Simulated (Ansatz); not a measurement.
# H2NbO: the cost of one run

Computed with Ansatz 0.2.0, Gaussian basis. Level: def2-TZVPP, core rule «outside noble gas», up to 5 orbitals frozen.

Plan: UHF; CCSD(T) on ROHF; CCSD(T) on UHF; CCSDT(Q) on ROHF; CCSDT(Q) on UHF.

11 further runs of the same task are left out: 4 for a known fault of the program, 2 that didn't finish, 5 set aside as unsound or not needed.

## 1. What is computed

The geometry is a PBE0/def2-TZVP stationary point (not a proven minimum) of the parent state, kept for this charge and spin. No spin-orbit coupling is included. Elements past krypton take def2 core potentials.

4 atoms, charge 1, spin multiplicity 3.

Atoms are counted from 1 here; the program's logs count them from 0.

Bond lengths: Nb1–O2 2.220 Å, O2–H3 0.970 Å, O2–H4 0.970 Å. Angles: Nb1–O2–H3 110.4°, Nb1–O2–H4 110.4°, H3–O2–H4 107.2°.

Geometry (Å):

```
Nb    0.00871    0.00000    0.36667
O    -0.09521    0.00000   -1.85071
H     0.35416    0.78035   -2.21021
H     0.35416   -0.78035   -2.21021
```

## 2. UHF

in.yaml

```yaml
crystal:
  periodic: [false, false, false]
  atoms:
    - {symbol: Nb, position_ang: [0.008711, 0.000000, 0.366667]}
    - {symbol: O, position_ang: [-0.095208, -0.000001, -1.850705]}
    - {symbol: H, position_ang: [0.354164, 0.780350, -2.210214]}
    - {symbol: H, position_ang: [0.354163, -0.780354, -2.210213]}
basis:
  gaussian: {orbitals: def2-TZVPP}
total_charge: 1
magnetization: {spin_polarized: true, initial_magnetization: 2}
hamiltonian: {xc: hf}
output: {orbitals: {seedname: orbitals}}
```

On the command line:

```
$ ansatz run in.yaml --threads 1 --pin off --events-out ev --progress --plain --max-ram 4096MiB --backend cpu
```

Q: Estimate wall time and peak memory on 1 thread of AMD EPYC 7R13, shared host.

About 62 s, with a peak of 0.25 GiB.
